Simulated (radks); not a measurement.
**Fractional charge and spin in the 4d shell of tin**

The task here is to estimate one member of a computed series from the others.

Method: scalar-relativistic Kohn-Sham, PBE, spin-polarised, spherical densities, finite nucleus. Code: radks (a radial shooting solver on a logarithmic mesh, Libxc functionals) version 1.

## The system

| Quantity | Value |
| --- | --- |
| element | tin (Z = 50) |
| configuration | [Kr] 5s2 4d(up 5, down 5) |
| nuclear rms radius | 4.6519 fm |

A shell typed twice in an input gives spin up, then spin down.

The first run:

Input:

```text
Z 50
configuration [Kr] 5s2 4d5 4d5
relativity scalar-relativistic
functional pbe,pbe
spin polarised
nucleus finite rms 4.6519 fm
c 137.035999084
```

Steps of the session up to this table: 4d: up 5, down 5.

One table of the session follows, with a row left open; its other results are not shown here.

Radial moments (bohr):

```
level     <r>  outermost maximum (interpolated)  90 % within  nodes
   2p  0.1096                            0.0849        0.178      0
   3s  0.3394                             0.308        0.499      2
   3p  0.3377                             0.301        0.507      1
   3d  0.3146                             0.251        0.496      0
   4s  0.8186                             0.746         1.18      3
   4p  0.8856                             0.788         1.30      2
   4d       ?                                 ?            ?      ?
   5s   2.216                              1.94         3.22      4
```

**Question.** Estimate the row for 4d.

As computed: <r>: 1.091; outermost maximum (interpolated): 0.886; 90 % within: 1.69; nodes: 1. In the column «<r>» it lies between 4p (0.8856) and 5s (2.216).
